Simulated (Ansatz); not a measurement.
# CdIn3: the cost of one run

All numbers are computed with the Python package of Ansatz 0.2.0. The levels of theory stand in the script.

## Step 1: The structure

Symmetry: Fm-3m, No. 225, cubic system. Conventional cell: a = 7.451 Å, b = 7.451 Å, c = 7.451 Å, α = 90.00°, β = 90.00°, γ = 90.00°. Cd (site symmetry m-3m) has 8 In at 3.23 Å as nearest neighbours. In (site symmetry -43m) has 4 Cd at 3.23 Å and 4 In at 3.23 Å as nearest neighbours. Around In (site symmetry m-3m) lie 8 In at 3.23 Å.

No structure file is read: the coordinates are typed or built in the script.

## Step 2: The script

Contents of lattice_cdin3.py:

```python
"""How the lattice of CdIn3 depends on the functional."""

import logging
import sys
import warnings

import ansatz
import numpy as np
from pymatgen.core import Lattice, Structure
from pymatgen.io.ase import AseAtomsAdaptor

logging.basicConfig(stream=sys.stdout, format="[%(levelname)s] %(message)s")
logger = logging.getLogger("ansatz_job")
logger.setLevel(logging.INFO)

FILLING = "gaussian"
SMEARING_WIDTH = 0.1

def edges_and_angles(cell):
    cell = np.asarray(cell)
    a, b, c = np.linalg.norm(cell, axis=1)
    cosines = cell[1] @ cell[2] / (b * c), cell[0] @ cell[2] / (a * c), cell[0] @ cell[1] / (a * b)
    return (a, b, c, *np.degrees(np.arccos(cosines)))

warnings.simplefilter("ignore", ansatz.DeckWarning)

pmg_structure = Structure(
    Lattice([[0.0, 3.725542, 3.725542], [3.725542, 0.0, 3.725542], [3.725542, 3.725542, 0.0]]),
    ["Cd", "In", "In", "In"],
    [
        [0.0, 0.0, 0.0],
        [0.25, 0.25, 0.25],
        [0.75, 0.75, 0.75],
        [0.5, 0.5, 0.5],
    ],
)
system = ansatz.Crystal.from_ase(AseAtomsAdaptor.get_atoms(pmg_structure))

base = (
    system.calculation()
    .basis(24 * ansatz.Ha)
    .occupations(FILLING, width=SMEARING_WIDTH)
    .kpoints(5)  # the mesh must be finer for metals
    .relax(cell=True, max_steps=40)
)

levels = [("r2scan", "none"), ("pbesol", "d3bj"), ("lda", "none")]
logger.info("level            a       b       c    alpha   beta  gamma  V/atom  steps")
for name, dispersion in levels:
    seen = []
    run = base.functional(name, dispersion=dispersion).session().plan()
    out = run.execute(on_event=lambda e: seen.append(e) if e["event"] == "relax_step" else None)
    cell = out.lattice.cell_ang
    label = name if dispersion == "none" else f"{name}+{dispersion}"
    print("{:13s} {:7.4f} {:7.4f} {:7.4f} {:6.2f} {:6.2f} {:6.2f}".format(label, *edges_and_angles(cell)), f"{abs(np.linalg.det(cell)) / len(out.lattice.sites):7.3f} {len(seen):5d}")
```

## Step 3: Running it

The run is started by

```bash
python lattice_cdin3.py
```

Q: Estimate wall time and peak memory on 1 thread of Arm Neoverse V2, shared host.

About 42 s, with a peak of 0.93 GiB.
